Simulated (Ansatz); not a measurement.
**TiC: further runs on the relaxed cell**

The task here is to estimate one member of a computed series from the others.

The COD entry's cell or inner coordinates are ideal or old and differ from later refinements, so a difference from it is no clean test against experiment.

Computed with Ansatz 0.2.0 (DFT PBEsol, scalar-relativistic, plane waves, PAW, unless a step's input says otherwise).

1 further run of the same task is left out (set aside as unsound or not needed).

## The structure to begin with

The structure is cubic, space group Fm-3m (No. 225). Conventional cell: a = 4.293 Å, b = 4.293 Å, c = 4.293 Å, α = 90.00°, β = 90.00°, γ = 90.00°. Ti (site symmetry m-3m) is surrounded by 6 C at 2.15 Å. C (site symmetry m-3m) has 6 Ti at 2.15 Å as nearest neighbours.

As a file:

```
CELL_PARAMETERS angstrom
0.00000 2.14668 2.14668
2.14668 0.00000 2.14668
2.14668 2.14668 0.00000
ATOMIC_POSITIONS crystal
Ti 0.00000 0.00000 0.00000
C 0.50000 0.50000 0.50000
```

It is the result of an earlier relaxation at this level (volume 9.89 Å³/atom; gap on the mesh: none (metal)).

The first run:

File input.yaml:

```yaml
crystal:
  lattice:
    - [0.0, 2.1466778696, 2.1466778696]
    - [2.1466778696, 0.0, 2.1466778696]
    - [2.1466778696, 2.1466778696, 0.0]
  atoms:
    - { symbol: Ti, position: [0.0, 0.0, 0.0] }
    - { symbol: C, position: [0.5, 0.5, 0.5] }
basis:
  ecutwfc: 420
kpoints:
  mp_grid: { grid: [16, 16, 16] }
  band_path:
    path:
      - [[0.0, 0.0, 0.0], [0.5, 0.0, 0.5], [0.625, 0.25, 0.625]]
      - [[0.375, 0.375, 0.75], [0.0, 0.0, 0.0], [0.5, 0.5, 0.5], [0.5, 0.25, 0.75], [0.5, 0.0, 0.5]]
    npoints: 14
hamiltonian:
  xc: pbesol
scf:
  occupations: { method: gaussian, width: 0.1 }
  n_extra_bands: 6
output:
  forces: true
  stress: true
  eigenvalues: true
  populations: true
  dos: { projected: true, de: 0.02, nscf_kmesh: { grid: [24, 24, 24] } }
  bader: true
  write_density: true
  write_potential: true
  elf: true
  volumetric_format: npy
```

The run is started by

```console
$ ansatz run input.yaml --threads 1 --pin off --max-ram 2560MiB --backend cpu --events-out ev --progress --plain --runs-dir out
```

Among the steps run: Bands, states and charges; Back to the database's cell; Volume × 0.97; Volume × 1.03; Volume × 0.94; Volume × 1.06; The cell scaled to 0.91 of its volume; The cell scaled to 1.10 of its volume; Volume × 0.88.

One table of the session follows, with a row left open; its other results are not shown here.

```
volume (Å³/atom)  energy above the lowest point (meV/atom)  pressure (GPa)
           8.705                                     146.4           43.98
           9.002                                      77.9           30.37
           9.299                                         ?               ?
           9.596                                       7.7            8.63
           9.892                                       0.0           -0.02
          10.189                                       7.1           -7.46
          10.486                                      27.1          -13.87
          10.882                                      70.5          -21.05
```

Estimate the missing values for volume (Å³/atom) = 9.299.

Worked estimate for «energy above the lowest point (meV/atom)». A straight line through the neighbours (9.002, 77.9) and (9.596, 7.7) gives 77.9 + (7.7 − 77.9) × (9.299 − 9.002) / (9.596 − 9.002) = 42.8; a parabola fitted to 4 rows on both sides gives 32.7.

**Answer.** energy above the lowest point (meV/atom): 32.8; pressure (GPa): 18.68. In «energy above the lowest point (meV/atom)» the line misses by +10.0 and the parabola by -0.1.
